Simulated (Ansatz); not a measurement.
# BrH6NSn: a nudged elastic band in two tries

The task is a band of images between two relaxed ends.

All numbers below are computed with Ansatz 0.2.0 (RHF/def2-SVP).

## Step 1: The starting structure

Bond lengths: Sn1–N2 2.061 Å, Sn1–H3 1.713 Å, Sn1–H4 1.703 Å, Sn1–H5 1.703 Å, H6–Br7 1.436 Å, N2–H8 1.007 Å, N2–H9 1.007 Å. Angles: Sn1–N2–H8 114.5°, Sn1–N2–H9 114.6°, H8–N2–H9 107.2°, N2–Sn1–H3 110.8°, N2–Sn1–H4 106.0°, N2–Sn1–H5 106.0°, H3–Sn1–H4 110.6°, H3–Sn1–H5 110.6°, H4–Sn1–H5 112.7°.

Coordinates:

```xyz
9

Sn   -1.1295   -0.7299   -0.3127
N     0.8363   -0.2875    0.1222
H    -1.3281   -2.4089   -0.5851
H    -2.0328   -0.2319    1.0427
H    -1.5095    0.1539   -1.7181
H     1.1553    1.6596    0.4411
Br    1.3363    3.0666    0.6607
H     1.1850   -0.7163    0.9637
H     1.4871   -0.5057   -0.6143
```

## Step 2: The run

File input.yaml:

```yaml
crystal:
  periodic: [false, false, false]
  atoms:
    - { symbol: Sn, position_ang: [-1.129542, -0.729863, -0.312692] }
    - { symbol: "N", position_ang: [0.836269, -0.28749, 0.12219] }
    - { symbol: H, position_ang: [-1.328105, -2.408926, -0.585141] }
    - { symbol: H, position_ang: [-2.032765, -0.231934, 1.042721] }
    - { symbol: H, position_ang: [-1.509493, 0.153937, -1.718129] }
    - { symbol: H, position_ang: [1.155293, 1.659589, 0.441056] }
    - { symbol: Br, position_ang: [1.336334, 3.066611, 0.660735] }
    - { symbol: H, position_ang: [1.185029, -0.716298, 0.963653] }
    - { symbol: H, position_ang: [1.48708, -0.505725, -0.614293] }
basis:
  gaussian: { orbitals: def2-SVP }
hamiltonian:
  xc: hf
neb:
  order_check: false
  images: 4
  f_tol: 0.05
  max_iterations: 8
  climbing: false
  final_atoms:
    - { symbol: Sn, position_ang: [-1.45158895, 0.12896058, -0.60266774] }
    - { symbol: "N", position_ang: [1.48589651, -0.44402987, 0.70194614] }
    - { symbol: H, position_ang: [-0.61826519, -0.98382443, -1.57148434] }
    - { symbol: H, position_ang: [-1.64952943, -0.27978519, 1.0299341] }
    - { symbol: H, position_ang: [-2.97985208, 0.46187683, -1.29984898] }
    - { symbol: H, position_ang: [1.82609043, 0.50080964, 0.64780663] }
    - { symbol: Br, position_ang: [-0.28447692, 2.36846586, -0.74280391] }
    - { symbol: H, position_ang: [1.55260912, -0.73240361, 1.66331418] }
  initial_path: idpp
```

Started as:

```bash
$ ansatz run input.yaml --threads 2 --pin off --max-ram 3072MiB --backend cpu --events-out ev --progress --plain --runs-dir out
```

**Question.** What will these runs give? Wanted: first try.

**Answer**, as computed:

```
 quantity                                               value
first try                                             refused
    cause  the second end lists one atom fewer than the first
```

What this shows: The fault in the first input was caught at the input check and cost nothing.
